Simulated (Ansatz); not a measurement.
# C4H10Cl2InN: basis-set convergence

An exercise on one series of results from a longer session: the logs are not shown, and one member is left open.

Program: Ansatz 0.2.0, Gaussian basis. Level of theory: one geometry, several basis sets. These are calculated values, not measurements.

The runs, in order: PBE0-D4/def2-SVP; ωB97M-V/def2-SVP; PBE0-D4/def2-QZVPP; ωB97M-V/def2-QZVPP; the functionals' def2-TZVPP values are taken from earlier runs.

## The geometry

An earlier PBE0-D4 in a triple-zeta def2 set relaxation fixed the geometry. In takes the def2 core potential; no spin-orbit term is included.

SMILES `CC[N](CC)[In]([Cl])[Cl]`, 18 atoms, charge 0, spin multiplicity 1.

Atoms are counted from 1 here; the program's logs count them from 0.

Bond lengths: C1–C2 1.513 Å, C1–H9 1.093 Å, C1–H10 1.091 Å, C1–H11 1.102 Å, C2–N3 1.445 Å, C2–H12 1.103 Å, C2–H13 1.100 Å, N3–C4 1.445 Å, N3–In6 2.041 Å, C4–C5 1.513 Å, C4–H14 1.103 Å, C4–H15 1.100 Å, C5–H16 1.102 Å, C5–H17 1.091 Å, C5–H18 1.093 Å, In6–Cl7 2.312 Å, In6–Cl8 2.332 Å. Angles: C2–C1–H9 111.0°, C2–C1–H10 111.7°, C2–C1–H11 111.3°, H9–C1–H10 108.3°, H9–C1–H11 108.8°, H10–C1–H11 105.7°, C1–C2–N3 111.3°, C1–C2–H12 109.6°, C1–C2–H13 109.0°, N3–C2–H12 112.3°, N3–C2–H13 108.4°, H12–C2–H13 106.2°, C2–N3–C4 114.1°, C2–N3–In6 115.4°, C4–N3–In6 115.4°, N3–C4–C5 111.3°, N3–C4–H14 112.3°, N3–C4–H15 108.4° and more.

The first run:

Input file in.yaml:

```yaml
crystal:
  periodic: [false, false, false]
  atoms:
    - {symbol: C, position_ang: [2.371698, 0.077638, -0.587814]}
    - {symbol: C, position_ang: [1.357775, -0.668525, 0.251311]}
    - {symbol: N, position_ang: [0.112490, 0.059126, 0.339478]}
    - {symbol: C, position_ang: [-0.937968, -0.652453, 1.030972]}
    - {symbol: C, position_ang: [-2.244412, 0.108609, 0.977546]}
    - {symbol: In, position_ang: [-0.459000, 1.027054, -1.363800]}
    - {symbol: Cl, position_ang: [-0.506247, 3.333404, -1.517130]}
    - {symbol: Cl, position_ang: [-1.119707, -0.045681, -3.325968]}
    - {symbol: H, position_ang: [2.524158, 1.091239, -0.208521]}
    - {symbol: H, position_ang: [3.336931, -0.431390, -0.600729]}
    - {symbol: H, position_ang: [2.052644, 0.137626, -1.641057]}
    - {symbol: H, position_ang: [1.219887, -1.685596, -0.153927]}
    - {symbol: H, position_ang: [1.757955, -0.795097, 1.268302]}
    - {symbol: H, position_ang: [-1.086852, -1.670039, 0.630944]}
    - {symbol: H, position_ang: [-0.638515, -0.776856, 2.082303]}
    - {symbol: H, position_ang: [-2.631286, 0.167235, -0.052829]}
    - {symbol: H, position_ang: [-3.024146, -0.388141, 1.557379]}
    - {symbol: H, position_ang: [-2.123007, 1.123149, 1.365442]}
basis:
  gaussian: {orbitals: def2-SVP}
hamiltonian: {xc: pbe0, dispersion: d4}
output: {orbitals: {seedname: orbitals}}
```

Run with:

```sh
> ansatz run in.yaml --threads 4 --pin off --events-out ev --progress --plain --max-ram 66560MiB --backend cpu
```

Steps of the session up to this table: PBE0-D4 in def2-SVP; ωB97M-V in def2-SVP; PBE0-D4 in def2-QZVPP; ωB97M-V in def2-QZVPP.

One table of the session follows, with a row left open; its other results are not shown here.

It belongs to the step «Density functionals: the series». 

| functional | basis | HOMO (eV) | LUMO (eV) |
| --- | --- | --- | --- |
| PBE0-D4 | def2-SVP | ? | ? |
| PBE0-D4 | def2-TZVPP | -6.57 | -1.73 |
| PBE0-D4 | def2-QZVPP | -6.59 | -1.78 |
| ωB97M-V | def2-SVP | -8.69 | 0.42 |
| ωB97M-V | def2-TZVPP | -8.83 | 0.19 |
| ωB97M-V | def2-QZVPP | -8.86 | 0.07 |

Estimate the missing values for PBE0-D4, def2-SVP.

As computed: HOMO (eV): -6.44; LUMO (eV): -1.60. In the column «HOMO (eV)» it is the highest.
